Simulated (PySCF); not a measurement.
# C3H9BSi: the cost of one run

Computed with PySCF 2.14.0, with density-fitted response routines of our own, on a single molecule in the gas phase. Atoms count from 0, in the outputs and in this text.

### Step 1. The molecule as given

14 atoms, charge 0, multiplicity 1; geometry from: GFN2-xTB. The atoms were then displaced at random by about 0.01 Å, so the start is not that level's minimum.

Bonds of the start (Å): B0–C1 1.51, C1–C2 1.32, C1–Si3 1.88, Si3–C4 1.93, B0–H5 1.21, B0–H6 1.17, C2–H7 1.07, C2–H8 1.09, Si3–H9 1.49, Si3–H10 1.46, C4–H11 1.08, C4–H12 1.11, C4–H13 1.07.

### Step 2. Relaxing the molecule at PBE0-D3(BJ)/def2-SVP

Job settings and geometry (Å):

```
{"job": {"xc": "PBE0", "basis": "def2-SVP", "d3": "d3bj", "grid": 1, "shake": 0.01, "kind": "geom"}, "charge": 0, "multiplicity": 1}
B      0.873180     1.514410     0.729890
C      1.033950     0.200940     0.002890
C      1.992920    -0.225790    -0.799080
Si    -0.392610    -0.964590     0.364140
C     -2.040740    -0.221010    -0.309860
H      0.234730     2.407220     0.221630
H      1.263710     1.674590     1.817850
H      2.034370    -1.202890    -1.238840
H      2.859130     0.404100    -1.019580
H     -0.558910    -1.198500     1.825260
H     -0.151140    -2.245050    -0.296150
H     -2.852710    -0.922130    -0.229200
H     -2.349630     0.679500     0.256350
H     -1.953410     0.084100    -1.333030
```

On the command line:

```bash
> OMP_NUM_THREADS=1 python probes_run.py task.json out
```

One launch serves the whole session: the jobs run in the order shown.

Q: Estimate the wall time and peak memory of this first job on 1 thread of Arm Neoverse V1, shared host.

About 2.4 min, with a peak of 0.52 GiB.
